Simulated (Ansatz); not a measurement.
**C2H6BrNSi: a ladder of functionals and wavefunction methods**

The task here is to estimate one member of a computed series from the others.

Method: functionals in def2-TZVPP, the program's frozen cores in correlated methods; program: Ansatz 0.2.0, Gaussian basis.

Plan: LDA (SPW92), PBE-D4, revPBE-D4, BLYP-D4, r2SCAN-D4, B97M-V, PBE0-D4, B3LYP-D4, r2SCANh-D4, r2SCAN0-D4, HSE06-D4, BHLYP-D4, CAM-B3LYP-D4, LC-ωPBE, ωB97X-V, ωB97M-V, B2PLYP, PBE-QIDH; CCSD(T)/def2-SVP; CCSD(T)/def2-TZVPP; MP2/def2-QZVPP; extrapolation to the limit; RPA on PBE.

### Structure used throughout

The geometry comes from an earlier relaxation with PBE0-D4 in a triple-zeta def2 set; it is a stationary point, not always the lowest conformer.

SMILES `CN(C)[Si]Br`, 11 atoms, charge 0, spin multiplicity 1.

Atoms are counted from 1 here; the program's logs count them from 0.

Bond lengths: C1–N2 1.445 Å, C1–H6 1.088 Å, C1–H7 1.096 Å, C1–H8 1.096 Å, N2–C3 1.452 Å, N2–Si4 1.710 Å, C3–H9 1.096 Å, C3–H10 1.094 Å, C3–H11 1.096 Å, Si4–Br5 2.287 Å. Angles: N2–C1–H6 110.6°, N2–C1–H7 110.4°, N2–C1–H8 110.4°, H6–C1–H7 108.8°, H6–C1–H8 108.8°, H7–C1–H8 107.7°, C1–N2–C3 112.4°, C1–N2–Si4 132.3°, C3–N2–Si4 115.2°, N2–C3–H9 110.9°, N2–C3–H10 110.3°, N2–C3–H11 110.9°, H9–C3–H10 108.2°, H9–C3–H11 108.2°, H10–C3–H11 108.2°, N2–Si4–Br5 102.2°.

As a file:

```xyz
11
charge 0, multiplicity 1
C     0.02929    0.78918   -0.84511
N     0.04736   -0.01880    0.35244
C    -0.21496   -1.42091    0.07890
Si    0.31542    0.36576    1.99673
Br    0.67369    2.62254    1.91451
H     0.22732    1.83170   -0.60631
H     0.78812    0.43852   -1.55419
H    -0.94681    0.71869   -1.33890
H     0.53897   -1.83359   -0.60071
H    -0.19322   -1.99968    1.00656
H    -1.19986   -1.55061   -0.38342
```

Set-up of the first run:

Input file in.yaml:

```yaml
crystal:
  periodic: [false, false, false]
  atoms:
    - {symbol: C, position_ang: [0.029288, 0.789183, -0.845115]}
    - {symbol: N, position_ang: [0.047364, -0.018804, 0.352442]}
    - {symbol: C, position_ang: [-0.214965, -1.420913, 0.078896]}
    - {symbol: Si, position_ang: [0.315415, 0.365757, 1.996734]}
    - {symbol: Br, position_ang: [0.673686, 2.622537, 1.914507]}
    - {symbol: H, position_ang: [0.227317, 1.831705, -0.606306]}
    - {symbol: H, position_ang: [0.788115, 0.438519, -1.554195]}
    - {symbol: H, position_ang: [-0.946805, 0.718693, -1.338901]}
    - {symbol: H, position_ang: [0.538965, -1.833586, -0.600708]}
    - {symbol: H, position_ang: [-0.193220, -1.999677, 1.006562]}
    - {symbol: H, position_ang: [-1.199860, -1.550614, -0.383416]}
basis:
  gaussian: {orbitals: def2-TZVPP}
hamiltonian: {xc: lda}
output: {orbitals: {seedname: orbitals}}
```

Started as:

```
> ansatz run in.yaml --threads 4 --pin off --events-out ev --progress --plain --max-ram 10444MiB
```

Steps of the session up to this table: LDA; PBE-D4 (GGA); revPBE-D4 (GGA); BLYP-D4 (GGA); r2SCAN-D4 (meta-GGA); B97M-V (meta-GGA); PBE0-D4 (hybrid); B3LYP-D4 (hybrid); r2SCANh-D4 (hybrid); r2SCAN0-D4 (hybrid); HSE06-D4 (hybrid); BHLYP-D4 (hybrid); CAM-B3LYP-D4 (range-separated); LC-ωPBE (range-separated); ωB97X-V (range-separated); ωB97M-V (range-separated); B2PLYP (double hybrid); PBE-QIDH (double hybrid).

One table of the session follows, with a row left open; its other results are not shown here.

It belongs to the step «Frontier levels by functional». 

| functional | HOMO (eV) | LUMO (eV) | gap (eV) |
| --- | --- | --- | --- |
| LDA (SPW92) | -5.94 | -2.49 | 3.46 |
| PBE-D4 | -5.82 | -2.33 | 3.49 |
| revPBE-D4 | -5.77 | -2.27 | 3.50 |
| BLYP-D4 | -5.68 | -2.18 | 3.50 |
| r2SCAN-D4 | -6.03 | -2.26 | 3.77 |
| B97M-V | -6.13 | -2.24 | 3.89 |
| PBE0-D4 | -6.90 | -1.58 | 5.31 |
| B3LYP-D4 | ? | ? | ? |
| r2SCANh-D4 | -6.43 | -1.97 | 4.46 |
| r2SCAN0-D4 | -7.03 | -1.54 | 5.48 |
| HSE06-D4 | -6.50 | -1.96 | 4.54 |
| BHLYP-D4 | -7.85 | -0.71 | 7.14 |
| CAM-B3LYP-D4 | -8.15 | -0.52 | 7.63 |
| LC-ωPBE | -9.42 | 0.49 | 9.92 |
| ωB97X-V | -9.11 | 0.42 | 9.54 |
| ωB97M-V | -8.97 | 0.33 | 9.30 |

**Question.** Estimate the row for B3LYP-D4.

Worked estimate for «HOMO (eV)». Against the share of exact exchange, BLYP-D4 (0, -5.68), BHLYP-D4 (0.5, -7.85) give a slope of -4.34 per unit share; at 0.2 the line stands at -6.55.

The run gave: HOMO (eV): -6.70; LUMO (eV): -1.75; gap (eV): 4.95. In «HOMO (eV)» the line misses by +0.15.
